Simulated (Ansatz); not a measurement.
The system is Mg6CrCd.

```
Cd Cr Mg
1.0
     5.00729    0.00000    0.00000
     0.00000    3.13552    5.44671
     0.00000   -3.13552    5.44671
Cd Cr Mg
1 1 6
Cartesian
  2.5036 0.0000 7.2544
  2.5036 0.0000 1.8244
  0.0000 0.0000 9.0772
  0.0000 0.0000 3.5862
  0.0000 -1.6050 6.3769
  0.0000 1.6050 6.3769
  2.5036 -1.5572 4.5388
  2.5036 1.5572 4.5388
```

The cell comes from a database or a generator and needn't be the stable form of this composition.

```yaml
Program: Ansatz 0.2.0
Task: single point
Functional: PBE
Potentials_or_basis: Ansatz PAW
Cutoff: "420 eV (not typed: the program's choice for these potentials)"
k_mesh: 6 × 5 × 5
Occupations: fermi-dirac, width 0.05 eV
Spin: collinear spin, ferromagnetic start
Starting_moments: "[0.0, 3.0, 0.0, 0.0, 0.0, 0.0, 0.0, 0.0] μB"
```

On this cell: pressure -0.1 GPa; largest force 0.027 eV/Å; net moment 4.35 μB per cell; site moments Cd -0.01; Cr +3.88; Mg +0.03, +0.01, -0.01 μB; band gap on the k mesh none (metal or under the smearing width).

The same run follows on a disturbed copy (atoms moved at random, drawn with an rms of 0.05 Å):

```
Cd Cr Mg
1.0
     5.00729    0.00000    0.00000
     0.00000    3.13552    5.44671
     0.00000   -3.13552    5.44671
Cd Cr Mg
1 1 6
Direct
  0.50100 0.66713 0.66448
  0.50066 0.17424 0.16134
  0.99606 0.83471 0.83159
  0.00221 0.33767 0.32941
  0.99909 0.32269 0.84800
  0.00273 0.83763 0.33443
  0.51067 0.17516 0.67294
  0.50332 0.65998 0.17885
```

**Question.** What does the disturbed cell give?

**Answer.** The energy (extrapolated to zero smearing) moves by +4.4 meV/atom; pressure 0.0 GPa; largest force 0.312 eV/Å; net moment 4.36 μB per cell; site moments Cd -0.01; Cr +3.86; Mg +0.03, +0.01, -0.01 μB; band gap on the k mesh none (metal or under the smearing width).

Forces on the atoms (eV/Å):
```
Cd  -0.027 -0.001  0.143
Cr   0.014 -0.166  0.110
Mg   0.141 -0.040 -0.007
Mg   0.047 -0.137 -0.169
Mg   0.098  0.084  0.113
Mg  -0.013  0.099  0.088
Mg  -0.209 -0.056 -0.224
Mg  -0.051  0.216 -0.053
```

Stress tensor (GPa, compression positive):
```
 0.28 -0.01 -0.01
-0.01 -0.14 -0.05
-0.01 -0.05 -0.28
```
